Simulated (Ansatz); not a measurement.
**CH6AlFOSi: a ladder of functionals and wavefunction methods**

An exercise on one series of results from a longer session: the logs are not shown, and one member is left open.

Program: Ansatz 0.2.0, Gaussian basis. Level of theory: functionals in def2-TZVPP, the program's frozen cores in correlated methods. These are calculated values, not measurements.

Plan: LDA (SPW92), PBE-D4, revPBE-D4, BLYP-D4, r2SCAN-D4, B97M-V, PBE0-D4, B3LYP-D4, r2SCANh-D4, r2SCAN0-D4, HSE06-D4, BHLYP-D4, CAM-B3LYP-D4, LC-ωPBE, ωB97X-V, ωB97M-V, B2PLYP, PBE-QIDH; CCSD(T)/def2-SVP; CCSD(T)/def2-TZVPP; MP2/def2-QZVPP; extrapolation to the limit; RPA on PBE.

### The relaxed structure

An earlier PBE0-D4 in a triple-zeta def2 set relaxation fixed the geometry.

SMILES `[CH3][Al]([OH])[SiH2]F`, 11 atoms, charge 0, spin multiplicity 1.

Atoms are counted from 1 here; the program's logs count them from 0.

Bond lengths: C1–Al2 1.942 Å, C1–H6 1.093 Å, C1–H7 1.095 Å, C1–H8 1.095 Å, Al2–O3 1.699 Å, Al2–Si4 2.473 Å, O3–H9 0.956 Å, Si4–F5 1.618 Å, Si4–H10 1.493 Å, Si4–H11 1.493 Å. Angles: Al2–C1–H6 111.4°, Al2–C1–H7 111.3°, Al2–C1–H8 111.3°, H6–C1–H7 108.0°, H6–C1–H8 108.0°, H7–C1–H8 106.6°, C1–Al2–O3 118.3°, C1–Al2–Si4 125.2°, O3–Al2–Si4 116.5°, Al2–O3–H9 122.7°, Al2–Si4–F5 108.7°, Al2–Si4–H10 114.0°, Al2–Si4–H11 114.0°, F5–Si4–H10 106.8°, F5–Si4–H11 106.8°, H10–Si4–H11 106.1°.

As a file:

```mol
CH6AlFOSi
  3D, bonds by distance, orders not assigned

 11 10  0  0  0  0  0  0  0  0999 V2000
   -1.3665    0.1299    1.5412 C   0  0
   -0.0071    0.5323    0.2140 Al  0  0
    0.6010    2.1174    0.1386 O   0  0
    0.9302   -1.0889   -1.4008 Si  0  0
    2.0316   -0.3340   -2.3149 F   0  0
   -1.6162    1.0116    2.1364 H   0  0
   -1.0336   -0.6577    2.2248 H   0  0
   -2.2860   -0.2330    1.0707 H   0  0
    1.2709    2.3841   -0.4897 H   0  0
   -0.0797   -1.6690   -2.3344 H   0  0
    1.6206   -2.2497   -0.7653 H   0  0
  1  2  8  0
  2  3  8  0
  2  4  8  0
  4  5  8  0
  1  6  8  0
  1  7  8  0
  1  8  8  0
  3  9  8  0
  4 10  8  0
  4 11  8  0
M  END
```

The first run:

in.yaml reads:

```yaml
crystal:
  periodic: [false, false, false]
  atoms:
    - {symbol: C, position_ang: [-1.366536, 0.129922, 1.541160]}
    - {symbol: Al, position_ang: [-0.007054, 0.532302, 0.214048]}
    - {symbol: O, position_ang: [0.600970, 2.117450, 0.138645]}
    - {symbol: Si, position_ang: [0.930247, -1.088876, -1.400823]}
    - {symbol: F, position_ang: [2.031603, -0.333995, -2.314898]}
    - {symbol: H, position_ang: [-1.616153, 1.011592, 2.136448]}
    - {symbol: H, position_ang: [-1.033557, -0.657655, 2.224783]}
    - {symbol: H, position_ang: [-2.285997, -0.233022, 1.070656]}
    - {symbol: H, position_ang: [1.270850, 2.384128, -0.489705]}
    - {symbol: H, position_ang: [-0.079670, -1.668979, -2.334360]}
    - {symbol: H, position_ang: [1.620596, -2.249666, -0.765254]}
basis:
  gaussian: {orbitals: def2-TZVPP}
hamiltonian: {xc: lda}
output: {orbitals: {seedname: orbitals}}
```

Among the steps run: LDA; PBE-D4 (GGA); revPBE-D4 (GGA); BLYP-D4 (GGA); r2SCAN-D4 (meta-GGA); B97M-V (meta-GGA); PBE0-D4 (hybrid); B3LYP-D4 (hybrid); r2SCANh-D4 (hybrid); r2SCAN0-D4 (hybrid); HSE06-D4 (hybrid); BHLYP-D4 (hybrid); CAM-B3LYP-D4 (range-separated); LC-ωPBE (range-separated); ωB97X-V (range-separated); ωB97M-V (range-separated); B2PLYP (double hybrid); PBE-QIDH (double hybrid).

One table of the session follows, with a row left open; its other results are not shown here.

It belongs to the step «Frontier levels by functional». 

```
  functional  HOMO (eV)  gap (eV)
 LDA (SPW92)      -6.28      4.15
      PBE-D4      -6.17      4.24
   revPBE-D4      -6.12      4.29
     BLYP-D4      -6.06      4.26
   r2SCAN-D4      -6.43      4.72
      B97M-V      -6.48      4.58
     PBE0-D4      -7.35      6.16
    B3LYP-D4      -7.17      5.79
  r2SCANh-D4      -6.87      5.41
  r2SCAN0-D4          ?         ?
    HSE06-D4      -6.96      5.40
    BHLYP-D4      -8.45      8.05
CAM-B3LYP-D4      -8.66      8.45
     LC-ωPBE      -9.94     10.79
     ωB97X-V      -9.62     10.35
     ωB97M-V      -9.38      9.85
```

Estimate the missing values for r2SCAN0-D4.

Worked estimate for «HOMO (eV)». Against the share of exact exchange, r2SCAN-D4 (0, -6.43), r2SCANh-D4 (0.1, -6.87) give a slope of -4.40 per unit share; at 0.25 the line stands at -7.53.

**Answer.** HOMO (eV): -7.52; gap (eV): 6.45. In «HOMO (eV)» the line misses by -0.01.
